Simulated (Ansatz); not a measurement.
# C₃H₈Cd: a ladder of functionals and wavefunction methods

An exercise on one series of results from a longer session: the logs are not shown, and one member is left open.

Computed with Ansatz 0.2.0, Gaussian basis. Level: functionals in def2-TZVPP, the program's frozen cores in correlated methods.

The runs, in order: LDA (SPW92), PBE-D4, revPBE-D4, BLYP-D4, r2SCAN-D4, B97M-V, PBE0-D4, B3LYP-D4, r2SCANh-D4, r2SCAN0-D4, HSE06-D4, BHLYP-D4, CAM-B3LYP-D4, LC-ωPBE, ωB97X-V, ωB97M-V, B2PLYP, PBE-QIDH; CCSD(T)/def2-SVP; CCSD(T)/def2-TZVPP; MP2/def2-QZVPP; extrapolation to the limit; RPA on PBE.

**The geometry**

All runs share one geometry, relaxed beforehand with PBE0-D4 in a triple-zeta def2 set. Cd takes the def2 core potential; no spin-orbit term is included.

SMILES `C[CH2][Cd][CH3]`, 12 atoms, charge 0, spin multiplicity 1.

Atoms are counted from 1 here; the program's logs count them from 0.

Bond lengths: C1–C2 1.526 Å, C1–H5 1.094 Å, C1–H6 1.096 Å, C1–H7 1.094 Å, C2–Cd3 2.129 Å, C2–H8 1.095 Å, C2–H9 1.095 Å, Cd3–C4 2.117 Å, C4–H10 1.092 Å, C4–H11 1.092 Å, C4–H12 1.092 Å. Angles: C2–C1–H5 112.0°, C2–C1–H6 111.8°, C2–C1–H7 112.0°, H5–C1–H6 106.8°, H5–C1–H7 106.9°, H6–C1–H7 106.8°, C1–C2–Cd3 115.2°, C1–C2–H8 110.3°, C1–C2–H9 110.3°, Cd3–C2–H8 107.4°, Cd3–C2–H9 107.4°, H8–C2–H9 105.9°, C2–Cd3–C4 180.0°, Cd3–C4–H10 110.6°, Cd3–C4–H11 110.6°, Cd3–C4–H12 110.6°, H10–C4–H11 108.3°, H10–C4–H12 108.3° and more.

Set-up of the first run:

The input, in.yaml:

```yaml
crystal:
  periodic: [false, false, false]
  atoms:
    - {symbol: C, position_ang: [-1.325637, 1.594522, 0.786577]}
    - {symbol: C, position_ang: [-0.706305, 0.273341, 1.232232]}
    - {symbol: Cd, position_ang: [0.523389, -0.684934, -0.217715]}
    - {symbol: C, position_ang: [1.746306, -1.638498, -1.658751]}
    - {symbol: H, position_ang: [-1.965902, 1.472204, -0.091434]}
    - {symbol: H, position_ang: [-1.946479, 2.039852, 1.572915]}
    - {symbol: H, position_ang: [-0.566019, 2.336216, 0.524512]}
    - {symbol: H, position_ang: [-0.097525, 0.423562, 2.129472]}
    - {symbol: H, position_ang: [-1.490062, -0.435966, 1.516532]}
    - {symbol: H, position_ang: [2.447776, -0.927032, -2.099520]}
    - {symbol: H, position_ang: [1.137452, -2.061711, -2.460441]}
    - {symbol: H, position_ang: [2.320005, -2.446753, -1.200278]}
basis:
  gaussian: {orbitals: def2-TZVPP}
hamiltonian: {xc: lda}
output: {orbitals: {seedname: orbitals}}
```

Command:

```
ansatz run in.yaml --threads 4 --pin off --events-out ev --progress --plain --max-ram 10444MiB
```

Steps of the session up to this table: LDA; PBE-D4 (GGA); revPBE-D4 (GGA); BLYP-D4 (GGA); r2SCAN-D4 (meta-GGA); B97M-V (meta-GGA); B3LYP-D4 (hybrid); r2SCANh-D4 (hybrid); r2SCAN0-D4 (hybrid); HSE06-D4 (hybrid); BHLYP-D4 (hybrid); CAM-B3LYP-D4 (range-separated); LC-ωPBE (range-separated); ωB97X-V (range-separated); ωB97M-V (range-separated); B2PLYP (double hybrid); PBE-QIDH (double hybrid).

One of the session's tables, all rows but one given; the rest of the session is left out.

It belongs to the step «Frontier levels by functional». 

| functional | HOMO (eV) | gap (eV) |
| --- | --- | --- |
| LDA (SPW92) | -5.63 | 4.61 |
| PBE-D4 | -5.43 | 4.63 |
| revPBE-D4 | -5.36 | 4.66 |
| BLYP-D4 | -5.29 | 4.50 |
| r2SCAN-D4 | -5.60 | 5.15 |
| B97M-V | -5.62 | 4.81 |
| PBE0-D4 | -6.48 | 6.37 |
| B3LYP-D4 | -6.29 | 5.88 |
| r2SCANh-D4 | -6.00 | 5.77 |
| r2SCAN0-D4 | ? | ? |
| HSE06-D4 | -6.09 | 5.63 |
| BHLYP-D4 | -7.44 | 7.88 |
| CAM-B3LYP-D4 | -7.76 | 8.35 |
| LC-ωPBE | -9.08 | 10.81 |
| ωB97X-V | -8.71 | 10.25 |
| ωB97M-V | -8.60 | 9.77 |

Q: Estimate the row for r2SCAN0-D4 from the others.

Worked estimate for «HOMO (eV)». Against the share of exact exchange, r2SCAN-D4 (0, -5.60), r2SCANh-D4 (0.1, -6.00) give a slope of -4.00 per unit share; at 0.25 the line stands at -6.60.

As computed: HOMO (eV): -6.61; gap (eV): 6.70. In «HOMO (eV)» the line misses by +0.01.
